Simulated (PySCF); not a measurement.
# RuO₂OH: structure of the quartet

Where does quartet RuO₂OH go from a trigonal planar start, is the end point a minimum, and what are its modes, charges and moments?

Method: PBE0, basis Ru def2-TZVP with ECP28, O def2-TZVP, H def2-TZVP, scalar-relativistic core potentials, no spin–orbit coupling, density fitting; program: PySCF 2.14.0.

### Step 1. Starting geometry

5 atoms, charge 0, spin multiplicity 4.

Bond lengths: Ru1–O2 1.710 Å, Ru1–O3 1.710 Å, Ru1–O4 1.880 Å, O4–H5 0.960 Å. Angles: O2–Ru1–O3 120.0°, O2–Ru1–O4 120.0°, O3–Ru1–O4 120.0°, Ru1–O4–H5 130.0°.

```xyz
5
charge 0 multiplicity 4
Ru    0.0000    0.0000    0.0000
O     1.7100    0.0000    0.0000
O    -0.8550    1.4809    0.0000
O    -0.9400   -1.6281    0.0000
H    -1.8854   -1.7948    0.0000
```

### Step 2. First SCF at the start

One driver script runs all steps and calls PySCF; scf.py shows how it sets up the SCF of each step. The optimiser is the driver's own. After this first run the driver tries any further starts and a stability analysis.

Input file scf.py:

```python
from pyscf import gto, scf, dft
mol = gto.M(atom='''
Ru     0.000000     0.000000     0.000000
O      1.710000     0.000000     0.000000
O     -0.855000     1.480900     0.000000
O     -0.940000    -1.628100     0.000000
H     -1.885400    -1.794800     0.000000''',
    basis={'Ru': 'def2-TZVP', 'O': 'def2-TZVP', 'H': 'def2-TZVP'},
    ecp={'Ru': 'def2-TZVP'},
    charge=0, spin=3)
mf = dft.UKS(mol, xc='PBE0')
mf.grids.atom_grid = (50, 194)
aux = {'Ru': 'def2-universal-JKFIT', 'O': 'def2-universal-JKFIT', 'H': 'def2-universal-JKFIT'}
mf = mf.density_fit(auxbasis=aux)
mf.conv_tol = 1e-08
mf.diis_space = 10
mf.max_cycle = 60
mf.init_guess = 'minao'
mf.verbose = 4
mf.kernel()
```

On the command line:

```sh
$ OMP_NUM_THREADS=4 python axn.py task.json out
```

The runs that follow: Relaxing the quartet from the trigonal planar start; Vibrations and properties at this point; Downhill along the imaginary mode; Vibrations and properties at this point.

Before running it: what results should come out? Wanted: minimum; geometry; wavenumbers; dipole moment; highest occupied, lowest empty level; polar-tensor charge of Ru1; zero-point energy; atomisation energy; ⟨S²⟩.

The runs gave:

```
                                          quantity                                                                                           value
                                           minimum                                                                                     quartet, Cs
                                          geometry  O–H 0.963 Å, Ru–O 1.688 Å (×2), Ru–O 1.859 Å; H–O–Ru 119.8°, O–Ru–O 113.6°, O–Ru–O 123.2° (×2)
                                wavenumbers (cm⁻¹)    166 (a'), 214 (a''), 229 (a''), 321 (a'), 707 (a'), 743 (a'), 905 (a''), 975 (a'), 3840 (a')
                                     dipole moment                                                                                          2.64 D
highest occupied, lowest empty level (either spin)                                                                                 -7.76, -4.61 eV
                        polar-tensor charge of Ru1                                                                                         +1.54 e
                                 zero-point energy                                                                                     48.5 kJ/mol
                               entropy at 298.15 K                                                                                 323.8 J/(mol K)
         atomisation energy (no zero-point energy)                                                                                     1669 kJ/mol
                                              ⟨S²⟩                                                                                           3.761
```

What this shows: The trigonal planar start (Cs) ends in a minimum of Cs symmetry, after a stop at a saddle point 6.4 kJ/mol higher, from which it was pushed off along an imaginary mode. The strongest infrared band lies at 707 cm⁻¹ (a'). Most of the spin sits on Ru1 (Mulliken spin 1.98, against 3 for the whole molecule). Only this shape and spin were tried, so other structures or states may lie lower. One determinant may miss the lowest occupation of an open d or f shell.
